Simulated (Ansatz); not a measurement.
# C4H10BNO: the cost of one run

Program: Ansatz 0.2.0, Gaussian basis. Level of theory: the settings change from run to run. These are calculated values, not measurements.

1 further run of the same task is left out (it didn't finish). Runs told in other sessions of the task aren't counted.

**1. The molecule**

The geometry comes from an earlier relaxation with PBE0-D4 in a triple-zeta def2 set; it is a stationary point, not always the lowest conformer.

17 atoms, charge 0, spin multiplicity 1.

Atoms are counted from 1 here; the program's logs count them from 0.

Bond lengths: C1–C2 1.448 Å, C1–H8 1.092 Å, C1–H9 1.091 Å, C1–H10 1.091 Å, C2–N3 1.150 Å, B4–C5 1.569 Å, B4–C6 1.570 Å, B4–O7 1.370 Å, C5–H11 1.096 Å, C5–H12 1.094 Å, C5–H13 1.092 Å, C6–H14 1.093 Å, C6–H15 1.097 Å, C6–H16 1.094 Å, O7–H17 0.961 Å. Angles: C2–C1–H8 108.9°, C2–C1–H9 110.2°, C2–C1–H10 110.0°, H8–C1–H9 109.6°, H8–C1–H10 109.2°, H9–C1–H10 108.9°, C1–C2–N3 179.0°, C5–B4–C6 122.4°, C5–B4–O7 116.8°, C6–B4–O7 120.9°, B4–C5–H11 109.8°, B4–C5–H12 110.7°, B4–C5–H13 113.6°, H11–C5–H12 105.8°, H11–C5–H13 107.7°, H12–C5–H13 109.0°, B4–C6–H14 112.5°, B4–C6–H15 107.6° and more.

**2. SVWN5/def2-TZVP**

Options: charge +1, multiplicity 2, finite nuclei, the search for lower states set to light.

The input, in.yaml:

```yaml
crystal:
  periodic: [false, false, false]
  atoms:
    - {symbol: C, position_ang: [2.322932, 0.949280, 0.892924]}
    - {symbol: C, position_ang: [1.053182, 1.635528, 1.008099]}
    - {symbol: N, position_ang: [0.035653, 2.163201, 1.095035]}
    - {symbol: B, position_ang: [-0.769355, -0.830999, -0.291396]}
    - {symbol: C, position_ang: [-0.103518, -0.447212, -1.659618]}
    - {symbol: C, position_ang: [-2.265405, -0.487738, 0.040973]}
    - {symbol: O, position_ang: [0.024295, -1.472473, 0.622598]}
    - {symbol: H, position_ang: [2.140486, -0.125530, 0.837222]}
    - {symbol: H, position_ang: [2.949356, 1.169042, 1.758648]}
    - {symbol: H, position_ang: [2.841813, 1.272619, -0.010652]}
    - {symbol: H, position_ang: [-0.576417, -1.009637, -2.472820]}
    - {symbol: H, position_ang: [-0.273662, 0.608982, -1.890090]}
    - {symbol: H, position_ang: [0.968994, -0.649746, -1.695570]}
    - {symbol: H, position_ang: [-2.921032, -0.590018, -0.827415]}
    - {symbol: H, position_ang: [-2.305910, 0.567690, 0.337197]}
    - {symbol: H, position_ang: [-2.690094, -1.071352, 0.863617]}
    - {symbol: H, position_ang: [-0.450417, -1.681936, 1.431449]}
basis:
  gaussian: {orbitals: def2-TZVP, nuclear_model: gaussian}
total_charge: 1
magnetization: {spin_polarized: true, initial_magnetization: 1}
hamiltonian: {xc: {name: SVWN5}}
scf: {lower_state_search: light}
```

On the command line:

```sh
$ ansatz run in.yaml --threads 4 --pin off --events-out ev --progress --plain --max-ram 11315MiB
```

What time and memory should one allow on 4 threads of Arm Neoverse V2, shared host?

About 15 s, with a peak of 1.1 GiB.
